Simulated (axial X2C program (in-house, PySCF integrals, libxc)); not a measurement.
**All-electron X2C curves of SBe**

What are the state, bond length, wavenumber and bond energy of SBe, and what does spin–orbit coupling change?

Computed with an in-house X2C program for linear molecules on PySCF integrals. Level: all-electron X2C, S dyall-av3z, Be dyall-cv3z.

All values are calculated.

### 1 Input

Input file task.json:

```json
{
 "zs": [
  16,
  4
 ],
 "q": 0,
 "bas": [
  "dyall-av3z",
  "dyall-cv3z"
 ],
 "levels": [
  "PBE0",
  "HF",
  "r2SCAN0"
 ],
 "cc": true,
 "r0": 1.84,
 "thr": -2.0,
 "nmax": 90,
 "npts": 10,
 "nst": 2,
 "ntry": 6
}
```

Keys: zs atomic numbers; q charge; bas basis sets; levels methods (HF also brings MP2); cc coupled cluster on or off; r0 starting distance in Å; thr threshold in hartree for freezing inner shells (an s shell follows its p shell); nmax most natural virtual spinors; npts points asked for on the curve; nst determinants followed; ntry starts of the search.

Launch:

```console
> python so2c.py task.json out
```

Spin-free means the one-electron spin-free X2C Hamiltonian; two-component (2c) means X2C with spin–orbit coupling and atomic mean-field two-electron Coulomb and Gaunt terms. Basis: S dyall-av3z contracted to [9s8p3d2f], Be dyall-cv3z contracted to [8s8p3d1f]; Gaussian nuclei, density fitting. Masses: S 31.972 u, Be 9.012 u.

Notation: σ, π±, δ± give the projection m of an orbital's angular momentum (0, ±1, ±2), α and β its spin, Λ and M_S the sums; ω is the projection of a spinor's total angular momentum and Ω the sum. Logs are in hartree.

The results follow Hamiltonian by Hamiltonian and level by level.

### 2 State search with PBE0

PBE0 moves the distance from 1.840 Å to 1.740 Å and compares determinants there.

Spin-free determinants:

| ΔE (eV) | state | open shells |
| --- | --- | --- |
| 0.00 | M_S = 0, Λ = 0 | closed shell |
| 1.00 | M_S = 1, Λ = 1 | beyond closed shells: σα, π+α, π+β, π-α |
| 1.04 | M_S = 0, Λ = 1 | beyond closed shells: σβ, π+α, π+β, π-α |
| 2.50 | M_S = 1, Λ = 0 | beyond closed shells: 2 × σα |
| 4.19 | M_S = 1, Λ = 2 | beyond closed shells: 2 × π+α, π+β, π-α |
| 4.19 | M_S = 1, Λ = 0 | beyond closed shells: π+α, π+β, 2 × π-α |
| 4.38 | M_S = 0, Λ = 2 | beyond closed shells: π+α, 2 × π+β, π-α |

Two-component determinants:

```csv
ΔE (eV),state,open shells
0.00,Ω = 0,closed shell
0.98,Ω = 2,"excess of +ω over −ω: ω = 1/2, ω = 3/2"
1.02,Ω = 1,"excess of +ω over −ω: ω = -1/2, ω = 3/2"
1.06,Ω = 1,excess of +ω over −ω: 2 × ω = 1/2
4.17,Ω = 3,excess of +ω over −ω: 2 × ω = 3/2
4.22,Ω = 1,"excess of +ω over −ω: ω = -1/2, ω = 3/2"
4.41,Ω = 2,"excess of +ω over −ω: ω = 1/2, ω = 3/2"
```

### 3 PBE0, spin-free

State followed: M_S = 0, Λ = 0 (closed shell). The scan is laid around 1.740 Å, a first estimate of the minimum, and this SCF restarts from the orbitals of the search.

The SCF at the reference distance of 1.740 Å:

```text
spin-free X2C-1e  PBE0
basis functions 116  fitting functions 566  grid points 4355
iter        total energy     max residual
   1       -413.845090090     5.11e-05
   2       -413.845090110     3.72e-05
   3       -413.845090138     1.65e-05
   4       -413.845090141     4.36e-06
converged
one-electron -610.31486490  Coulomb 205.49426162  exact exchange -6.96639358  xc functional -21.52208264  nuclear repulsion 19.46398937
```

Along the bond, energies from the lowest point:

```csv
R (Å),E (eV),μ (D),HOMO (eV),LUMO (eV),iterations
1.514,0.9624,4.96,-7.34,-3.51,27
1.583,0.4070,5.14,-7.17,-3.66,23
1.636,0.1632,5.27,-7.06,-3.77,26
1.688,0.0354,5.39,-6.96,-3.88,22
1.740,0.0000,5.49,-6.87,-4.00,4
1.801,0.0498,5.60,-6.78,-4.12,22
1.862,0.1738,5.69,-6.70,-4.25,21
1.940,0.4103,5.79,-6.61,-4.40,21
2.036,0.7731,5.87,-6.53,-4.56,21
2.175,1.3648,5.92,-6.44,-4.75,20
```

Dipoles are positive if Be is the positive end.

Outer orbitals at the reference distance:

```tsv
symmetry	occupied	ε (eV)	atomic character
σα	yes	-18.09	67% S s, 16% Be p, 10% Be s
σα	yes	-8.62	72% S p, 17% Be s, 6% S s
π+α	yes	-6.87	71% S p, 22% Be p, 4% Be d
π-α	yes	-6.87	71% S p, 22% Be p, 4% Be d
σα	no	-4.00	44% Be p, 34% Be s, 11% S p
π+α	no	-0.59	62% Be p, 14% S d, 14% S p
π-α	no	-0.59	62% Be p, 14% S d, 14% S p
σα	no	0.63	84% Be p, 8% S p, 3% Be s
```

PBE0 fields in the half plane through the axis: z from -2.4 to 3.9 Å across, distance from the axis 0.15 to 2.25 Å upwards; S lies at z = 0 and Be at z = 1.740 Å; the ELF is damped to zero where the density is low.

log10 density (e/bohr³). Ten even steps from '0' (-4.82 ) to '9' (1.22 ):
```
0011222233332222211000
0112233333333333221100
1122334444444433322110
1223344555544444332210
1233455555555544432211
1234456666665554433211
2234566676666665433211
2334566898666786433211
```

ELF. Ten even steps from '0' (0.00 ) to '9' (1.00 ):
```
0000001111222211000000
0000123333344443200000
0001245555556665320000
0002467777777776521000
0014678888788876421000
0025788877888521110000
0136888101785000000000
0136883576381898000000
```

Re = 1.737 Å, ωe = 1023 cm⁻¹, ωexe = 5.69 cm⁻¹, Be = 0.7946 cm⁻¹, De = 3.48 eV, μ = 5.49 D.

### 4 HF, spin-free

The SCF at the reference distance of 1.740 Å:

```text
spin-free X2C-1e  HF
basis functions 116  fitting functions 566  grid points 4355
iter        total energy     max residual
   1       -413.222188240     1.19e-01
   2       -413.232212815     4.77e-03
   3       -413.232535219     3.51e-03
   4       -413.232593012     1.30e-03
   5       -413.232602314     2.32e-04
   6       -413.232604888     2.61e-04
   7       -413.232605179     6.66e-05
   8       -413.232605215     1.25e-05
   9       -413.232605217     5.50e-06
  10       -413.232605217     7.25e-07
converged
one-electron -610.22924148  Coulomb 205.43587209  exact exchange -27.90322520  xc functional 0.00000000  nuclear repulsion 19.46398937
```

Re = 1.727 Å, ωe = 1063 cm⁻¹, ωexe = 6.26 cm⁻¹, Be = 0.804 cm⁻¹, De = 1.62 eV, μ = 6.41 D.

### 5 r2SCAN0, spin-free

Output at 1.740 Å:

```text
spin-free X2C-1e  r2SCAN0
basis functions 116  fitting functions 566  grid points 4355
iter        total energy     max residual
   1       -413.963419328     2.43e-02
   2       -413.964395999     3.35e-03
   3       -413.964522315     2.26e-03
   4       -413.964536990     1.74e-04
   5       -413.964537104     2.78e-05
   6       -413.964537109     9.38e-06
converged
one-electron -610.36703669  Coulomb 205.56201335  exact exchange -6.97136072  xc functional -21.65214241  nuclear repulsion 19.46398937
```

Re = 1.734 Å, ωe = 1038 cm⁻¹, ωexe = 5.64 cm⁻¹, Be = 0.7979 cm⁻¹, De = 3.45 eV, μ = 5.71 D.

### 6 Correlated methods, spin-free

Correlated methods: 8 electrons correlated (frozen shells, counted by type: S 2 s, 1 p; Be 1 s), 176 virtual spinors in MP2, 88 natural virtuals in coupled cluster.

Output of the correlated part at 1.740 Å:

```text
correlated 8  virtual 176  natural virtual 88  E(MP2) -0.219012307  MP2 remainder -0.003453280
iter   CCSD correlation   residual
   1     -0.221857862   1.15e-01
   2     -0.227257837   5.21e-02
   3     -0.229552750   2.14e-02
   4     -0.229558144   7.50e-03
   5     -0.229597554   2.66e-03
   6     -0.229599131   1.05e-03
   7     -0.229600527   4.16e-04
   8     -0.229605077   1.54e-04
   9     -0.229602719   4.23e-05
  10     -0.229602935   9.99e-06
  11     -0.229602731   3.72e-06
  12     -0.229602737   1.31e-06
(T) -0.014528569  T1 0.0297  D1 0.0445  max T2 0.061
```

T1 in the output is the amplitude norm over the root of the electron number; divide by √2 for the Lee–Taylor value.

MP2: Re = 1.757 Å, ωe = 994 cm⁻¹, Be = 0.7767 cm⁻¹, De = 3.52 eV.

CCSD: Re = 1.747 Å, ωe = 1010 cm⁻¹, ωexe = 6.36 cm⁻¹, Be = 0.7859 cm⁻¹, De = 2.84 eV. T1 at Re = 0.021 (Lee–Taylor, the printed value over √2).

CCSD(T): Re = 1.759 Å, ωe = 980 cm⁻¹, ωexe = 5.8 cm⁻¹, Be = 0.7754 cm⁻¹, De = 3.10 eV. T1 at Re = 0.022 (Lee–Taylor, the printed value over √2).

### 7 A higher determinant, spin-free

State: M_S = 1, Λ = 1 (beyond closed shells: σα, π+α, π+β, π-α).

Output at the reference distance:

```text
spin-free X2C-1e  PBE0
basis functions 116  fitting functions 566  grid points 4355
iter        total energy     max residual
   1       -413.808229665     1.12e-05
   2       -413.808229667     2.62e-06
converged
one-electron -609.19393224  Coulomb 204.41968552  exact exchange -6.97934000  xc functional -21.51863231  nuclear repulsion 19.46398937
```

```csv
R (Å),E above the lowest PBE0 point (eV)
1.514,2.909
1.583,2.046
1.636,1.582
1.688,1.242
1.740,1.003
1.801,0.827
1.862,0.738
1.940,0.721
2.036,0.806
```

No constants are quoted: too few points lie around the minimum for a second fit to confirm the first.

### 8 The spin-free curves together

Energy (eV) of the followed determinant, spin-free, from each level's lowest point:

```csv
R (Å),PBE0,HF,MP2,CCSD,CCSD(T),r2SCAN0
1.514,0.962,0.927,1.104,n/a,n/a,0.952
1.583,0.407,0.375,0.500,0.456,0.499,0.397
1.636,0.163,0.138,0.223,0.194,0.224,0.155
1.688,0.035,0.021,0.064,0.050,0.065,0.031
1.740,0.000,0.000,0.000,0.000,0.000,0.000
1.801,0.050,0.069,0.019,0.035,0.016,0.056
1.862,0.174,0.213,0.117,0.145,0.108,0.188
1.940,0.410,0.474,0.328,0.364,0.306,0.436
2.036,0.773,0.857,0.681,n/a,n/a,0.813
2.175,1.365,1.443,1.317,n/a,n/a,1.424
```

### 9 PBE0, 2c

State followed: Ω = 0 (closed shell). The scan is laid around 1.740 Å, a first estimate of the minimum, and this SCF restarts from the orbitals of the search.

Output at 1.740 Å:

```text
two-component X2C + atomic mean field  PBE0
basis functions 116  fitting functions 566  grid points 4355
iter        total energy     max residual
   1       -413.784565610     2.74e-05
   2       -413.784565611     4.81e-06
converged
one-electron -610.15406224  Coulomb 205.44886001  exact exchange -6.96495084  xc functional -21.51759007  nuclear repulsion 19.46398937  atomic mean-field constant -0.06081184
```

Along the bond, energies from the lowest point:

```csv
R (Å),E (eV),μ (D),HOMO (eV),LUMO (eV),iterations
1.514,0.9636,4.96,-7.32,-3.51,30
1.583,0.4078,5.14,-7.15,-3.65,30
1.636,0.1638,5.27,-7.04,-3.77,28
1.688,0.0356,5.38,-6.94,-3.88,26
1.740,0.0000,5.49,-6.85,-3.99,2
1.801,0.0495,5.60,-6.76,-4.12,27
1.862,0.1731,5.69,-6.68,-4.25,25
1.940,0.4092,5.78,-6.59,-4.40,26
2.036,0.7712,5.85,-6.51,-4.56,21
2.175,1.3587,5.79,-6.45,-4.74,28
```

Dipoles are positive if Be is the positive end.

Outer spinors at the reference distance:

```tsv
ω	occupied	ε (eV)	atomic character	λ mixture
1/2	yes	-18.09	67% S s, 16% Be p, 10% Be s	100% σ
1/2	yes	-8.62	72% S p, 17% Be s, 6% S s	100% σ
1/2	yes	-6.89	71% S p, 22% Be p, 4% Be d	100% π
3/2	yes	-6.85	71% S p, 22% Be p, 4% Be d	100% π
1/2	no	-3.99	44% Be p, 34% Be s, 11% S p	100% σ
1/2	no	-0.60	62% Be p, 14% S d, 14% S p	100% π
3/2	no	-0.59	62% Be p, 14% S d, 14% S p	100% π
1/2	no	0.64	85% Be p, 8% S p, 3% Be s	100% σ
```

PBE0 fields in the half plane through the axis: z from -2.4 to 3.9 Å across, distance from the axis 0.15 to 2.25 Å upwards; S lies at z = 0 and Be at z = 1.740 Å; the ELF is damped to zero where the density is low.

log10 density (e/bohr³). Ten even steps from '0' (-4.82 ) to '9' (1.22 ):
```
0011222233332222211000
0112233333333333221100
1122334444444433322110
1223344555544444332210
1233455555555544432211
1234456666665554433211
2234566676666665433211
2334566898666786433211
```

ELF. Ten even steps from ' ' (0.00 ) to '@' (1.00 ):
```
            ......::::::::::....            
        ..::----------========--::          
      ..::==++++++++++++******++--::        
      ::==**##################**++::..      
    ..==**##%%%%%%%%##%%%%%%##**==::..      
    ::++##%%%%%%####%%%%%%++::......        
  ..--**%%%%%%..  ..##%%++                  
  ..--**%%%%--++##**--%%..%%@@%%            
```

Re = 1.737 Å, ωe = 1022 cm⁻¹, ωexe = 5.7 cm⁻¹, Be = 0.7944 cm⁻¹, De = 3.47 eV, μ = 5.48 D.

### 10 HF, 2c

Output at 1.740 Å:

```text
two-component X2C + atomic mean field  HF
basis functions 116  fitting functions 566  grid points 4355
iter        total energy     max residual
   1       -413.161828054     1.19e-01
   2       -413.171848709     4.76e-03
   3       -413.172171045     3.51e-03
   4       -413.172228810     1.30e-03
   5       -413.172238132     2.31e-04
   6       -413.172240723     2.63e-04
   7       -413.172241020     6.73e-05
   8       -413.172241059     1.23e-05
   9       -413.172241062     7.60e-06
  10       -413.172241064     3.86e-06
  11       -413.172241064     2.74e-06
converged
one-electron -610.06832191  Coulomb 205.39033764  exact exchange -27.89743432  xc functional 0.00000000  nuclear repulsion 19.46398937  atomic mean-field constant -0.06081184
```

Re = 1.727 Å, ωe = 1062 cm⁻¹, ωexe = 6.27 cm⁻¹, Be = 0.8038 cm⁻¹, De = 1.62 eV, μ = 6.41 D.

### 11 r2SCAN0, 2c

The SCF at the reference distance of 1.740 Å:

```text
two-component X2C + atomic mean field  r2SCAN0
basis functions 116  fitting functions 566  grid points 4355
iter        total energy     max residual
   1       -413.902881662     2.43e-02
   2       -413.903858608     3.35e-03
   3       -413.903984991     2.26e-03
   4       -413.903999728     1.66e-04
   5       -413.903999855     2.87e-05
   6       -413.903999865     1.21e-05
converged
one-electron -610.20618956  Coulomb 205.51656347  exact exchange -6.96991664  xc functional -21.64763466  nuclear repulsion 19.46398937  atomic mean-field constant -0.06081184
```

Re = 1.734 Å, ωe = 1038 cm⁻¹, ωexe = 5.64 cm⁻¹, Be = 0.7977 cm⁻¹, De = 3.44 eV, μ = 5.71 D.

### 12 Correlated methods, 2c

Correlated methods: 8 electrons correlated (frozen shells, counted by type: S 2 s, 1 p; Be 1 s), 176 virtual spinors in MP2, 90 natural virtuals in coupled cluster.

Output of the correlated part at 1.740 Å:

```text
correlated 8  virtual 176  natural virtual 90  E(MP2) -0.219005460  MP2 remainder -0.003206577
iter   CCSD correlation   residual
   1     -0.222029071   1.15e-01
   2     -0.227428368   5.22e-02
   3     -0.229727336   2.14e-02
   4     -0.229732979   7.50e-03
   5     -0.229772392   2.66e-03
   6     -0.229773991   1.06e-03
   7     -0.229775440   4.19e-04
   8     -0.229779992   1.57e-04
   9     -0.229777589   4.71e-05
  10     -0.229777819   1.78e-05
  11     -0.229777518   1.15e-05
  12     -0.229777596   7.63e-06
  13     -0.229777614   3.85e-06
(T) -0.014554699  T1 0.0297  D1 0.0446  max T2 0.061
```

MP2: Re = 1.757 Å, ωe = 994 cm⁻¹, Be = 0.7765 cm⁻¹, De = 3.50 eV.

CCSD: Re = 1.747 Å, ωe = 1010 cm⁻¹, ωexe = 6.31 cm⁻¹, Be = 0.7857 cm⁻¹, De = 2.82 eV. T1 at Re = 0.021 (Lee–Taylor, the printed value over √2).

CCSD(T): Re = 1.759 Å, ωe = 979 cm⁻¹, ωexe = 5.83 cm⁻¹, Be = 0.7753 cm⁻¹, De = 3.08 eV. T1 at Re = 0.022 (Lee–Taylor, the printed value over √2).

### 13 A higher determinant, 2c

State: Ω = 2 (excess of +ω over −ω: ω = 1/2, ω = 3/2).

Output at the reference distance:

```text
two-component X2C + atomic mean field  PBE0
basis functions 116  fitting functions 566  grid points 4355
iter        total energy     max residual
   1       -413.748474227     7.23e-06
   2       -413.748474227     2.83e-06
converged
one-electron -609.03894532  Coulomb 204.37955596  exact exchange -6.97794678  xc functional -21.51431561  nuclear repulsion 19.46398937  atomic mean-field constant -0.06081184
```

```csv
R (Å),E above the lowest PBE0 point (eV)
1.514,2.889
1.583,2.026
1.636,1.561
1.688,1.221
1.740,0.982
1.801,0.806
1.862,0.717
1.940,0.699
2.036,0.784
```

No constants are quoted: too few points lie around the minimum for a second fit to confirm the first.

### 14 The 2c curves together

Energy (eV) of the followed determinant, 2c, from each level's lowest point:

```csv
R (Å),PBE0,HF,MP2,CCSD,CCSD(T),r2SCAN0
1.514,0.964,0.928,1.105,n/a,n/a,0.953
1.583,0.408,0.375,0.501,0.457,0.500,0.398
1.636,0.164,0.139,0.224,0.194,0.224,0.156
1.688,0.036,0.022,0.065,0.050,0.065,0.031
1.740,0.000,0.000,0.000,0.000,0.000,0.000
1.801,0.049,0.068,0.019,0.035,0.016,0.056
1.862,0.173,0.212,0.116,0.145,0.108,0.188
1.940,0.409,0.473,0.327,0.363,0.305,0.435
2.036,0.771,0.856,0.679,n/a,n/a,0.811
2.175,1.359,1.439,1.315,n/a,n/a,1.421
```

Time for the job: 52 s (1 thread of Arm Neoverse V2, shared host); peak memory 0.47 GiB.

### 15 Constants

Lowest determinant that the search found at its distance, spin-free: M_S = 0, Λ = 0 (closed shell).

Lowest determinant that the search found at its distance, 2c: Ω = 0 (closed shell).

```json
{"Hamiltonian": "spin-free", "level": "PBE0", "Re (Å)": "1.737", "ωe (cm⁻¹)": "1023", "De (eV)": "3.48", "μ (D)": "5.49"}
{"Hamiltonian": "spin-free", "level": "HF", "Re (Å)": "1.727", "ωe (cm⁻¹)": "1063", "De (eV)": "1.62", "μ (D)": "6.41"}
{"Hamiltonian": "spin-free", "level": "MP2", "Re (Å)": "1.757", "ωe (cm⁻¹)": "994", "De (eV)": "3.52", "μ (D)": "n/a"}
{"Hamiltonian": "spin-free", "level": "CCSD", "Re (Å)": "1.747", "ωe (cm⁻¹)": "1010", "De (eV)": "2.84", "μ (D)": "n/a"}
{"Hamiltonian": "spin-free", "level": "CCSD(T)", "Re (Å)": "1.759", "ωe (cm⁻¹)": "980", "De (eV)": "3.10", "μ (D)": "n/a"}
{"Hamiltonian": "spin-free", "level": "r2SCAN0", "Re (Å)": "1.734", "ωe (cm⁻¹)": "1038", "De (eV)": "3.45", "μ (D)": "5.71"}
{"Hamiltonian": "2c", "level": "PBE0", "Re (Å)": "1.737", "ωe (cm⁻¹)": "1022", "De (eV)": "3.47", "μ (D)": "5.48"}
{"Hamiltonian": "2c", "level": "HF", "Re (Å)": "1.727", "ωe (cm⁻¹)": "1062", "De (eV)": "1.62", "μ (D)": "6.41"}
{"Hamiltonian": "2c", "level": "MP2", "Re (Å)": "1.757", "ωe (cm⁻¹)": "994", "De (eV)": "3.50", "μ (D)": "n/a"}
{"Hamiltonian": "2c", "level": "CCSD", "Re (Å)": "1.747", "ωe (cm⁻¹)": "1010", "De (eV)": "2.82", "μ (D)": "n/a"}
{"Hamiltonian": "2c", "level": "CCSD(T)", "Re (Å)": "1.759", "ωe (cm⁻¹)": "979", "De (eV)": "3.08", "μ (D)": "n/a"}
{"Hamiltonian": "2c", "level": "r2SCAN0", "Re (Å)": "1.734", "ωe (cm⁻¹)": "1038", "De (eV)": "3.44", "μ (D)": "5.71"}
```

Dipoles are positive if Be is the positive end.

Time per point (s) on 1 thread of Arm Neoverse V2, shared host (2c runs; CCSD comes with the CCSD(T) run); the times are rough: PBE0 0.27, HF 0.11, MP2 0.15, CCSD(T) 1.6, r2SCAN0 0.5.

What this shows: At CCSD(T), going from spin-free to two-component changes Re by 0 mÅ, ωe by 0.0 %; the spin-free picture holds up (part of it comes from the scalar share of the two-electron terms). De moves by -0.02 eV; both De rest on single-determinant atoms, which can miss part of an open shell's spin–orbit lowering.

De refers to S + Be, each in the lowest determinant found, which need not be this curve's own limit. Each curve is one determinant whose occupation by symmetry is held fixed; it was picked as the lowest of a PBE0 search that is not exhaustive. Closed shells are restricted here (equal orbitals for both partners), which fails at long range if the bond breaks into open shells. Dissociation energies refer to the lowest single-determinant-based atoms at the same level and basis. CCSD and (T) use frozen natural virtuals with an MP2 correction for the truncation. The meta-GGAs lack a current-density term, which matters for open shells with orbital currents, atoms included.
